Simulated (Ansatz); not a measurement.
**GeMe(NHMe)3 (C4H15GeN3): the relaxed shape and its frontier levels**

What does GeMe(NHMe)3 (C4H15GeN3) look like as a singlet, and where do its frontier electrons sit?

Computed with Ansatz 0.2.0, Gaussian basis. Level: RKS PBE0-D4/def2-TZVP.

Plan: relaxation at PBE-D4/def2-SVP; a single point at PBE0-D4/def2-TZVP.

2 further runs of the same task are left out: 1 that didn't finish, 1 set aside as unsound or not needed.

## Step 1: Starting geometry

23 atoms, charge 0, spin multiplicity 1.

Atoms are counted from 1 here; the program's logs count them from 0.

Bond lengths: Ge1–C2 1.990 Å, Ge1–N6 1.829 Å, Ge1–N12 1.843 Å, Ge1–N18 1.844 Å, C2–H3 1.085 Å, C2–H4 1.086 Å, C2–H5 1.086 Å, N6–C7 1.452 Å, N6–H8 1.011 Å, C7–H9 1.093 Å, C7–H10 1.088 Å, C7–H11 1.096 Å, N12–C13 1.449 Å, N12–H14 1.012 Å, C13–H15 1.097 Å, C13–H16 1.089 Å, C13–H17 1.093 Å, N18–C19 1.451 Å and more. Angles: C2–Ge1–N6 118.8°, C2–Ge1–N12 108.5°, C2–Ge1–N18 107.0°, N6–Ge1–N12 101.1°, N6–Ge1–N18 102.2°, N12–Ge1–N18 119.9°, Ge1–C2–H3 111.7°, Ge1–C2–H4 109.6°, Ge1–C2–H5 110.1°, H3–C2–H4 108.4°, H3–C2–H5 108.3°, H4–C2–H5 108.7°, Ge1–N6–C7 122.0°, Ge1–N6–H8 113.2°, C7–N6–H8 110.7°, N6–C7–H9 109.7°, N6–C7–H10 108.2°, N6–C7–H11 113.4° and more.

The start is a GFN2-xTB geometry.

## Step 2: Relaxation at PBE-D4/def2-SVP

File in.yaml:

```yaml
crystal:
  periodic: [false, false, false]
  atoms:
    - {symbol: Ge, position_ang: [0.085530, -0.221870, 0.312520]}
    - {symbol: C, position_ang: [0.054380, -0.297620, 2.301310]}
    - {symbol: H, position_ang: [-0.959460, -0.341480, 2.684590]}
    - {symbol: H, position_ang: [0.536210, 0.586710, 2.707210]}
    - {symbol: H, position_ang: [0.588900, -1.176360, 2.648910]}
    - {symbol: N, position_ang: [1.701560, -0.141870, -0.541040]}
    - {symbol: C, position_ang: [2.633860, 0.950430, -0.323800]}
    - {symbol: H, position_ang: [2.187390, -1.028580, -0.556970]}
    - {symbol: H, position_ang: [3.321610, 1.021210, -1.170190]}
    - {symbol: H, position_ang: [2.064910, 1.875310, -0.257430]}
    - {symbol: H, position_ang: [3.225130, 0.842980, 0.592570]}
    - {symbol: N, position_ang: [-0.676360, 1.369080, -0.223030]}
    - {symbol: C, position_ang: [-2.001230, 1.799860, 0.176710]}
    - {symbol: H, position_ang: [-0.512890, 1.574480, -1.199990]}
    - {symbol: H, position_ang: [-2.810220, 1.315470, -0.384750]}
    - {symbol: H, position_ang: [-2.138460, 1.573340, 1.232830]}
    - {symbol: H, position_ang: [-2.093130, 2.880460, 0.043050]}
    - {symbol: N, position_ang: [-0.598420, -1.821460, -0.299950]}
    - {symbol: C, position_ang: [-0.783500, -2.089420, -1.714080]}
    - {symbol: H, position_ang: [-1.378170, -2.179220, 0.234270]}
    - {symbol: H, position_ang: [-1.715350, -1.675540, -2.118040]}
    - {symbol: H, position_ang: [0.050720, -1.647700, -2.255640]}
    - {symbol: H, position_ang: [-0.783020, -3.168210, -1.889040]}
basis:
  gaussian: {orbitals: def2-SVP}
hamiltonian: {xc: pbe, dispersion: d4}
scf: {lower_state_search: "off"}
output: {orbitals: {seedname: orbitals}}
relax: {f_tol: 0.02, max_steps: 100}
```

The run is started by

```console
ansatz run in.yaml --threads 4 --pin off --events-out ev --progress --plain --max-ram 4787MiB
```

The runs that follow: Single point, PBE0-D4/def2-TZVP.

Before running them: what should the planned runs give, taken together? Wanted: point group; commonest bond, hydrogen aside; HOMO, LUMO at PBE0-D4/def2-TZVP; dipole at PBE-D4/def2-SVP.

The runs gave:

| quantity | value |
| --- | --- |
| point group | C1 |
| commonest bond, hydrogen aside | Ge–N, 3 of mean length 1.851 Å |
| HOMO, LUMO at PBE0-D4/def2-TZVP | -6.09, 0.67 eV |
| dipole at PBE-D4/def2-SVP | 0.85 D |

What this shows: The molecule keeps its bonding pattern by the stored test; the atoms moved 0.13 Å (rms). No usable vibrations, so a minimum isn't proven. The point group is read from a loosely relaxed geometry; soft torsions can leave it below the true symmetry.
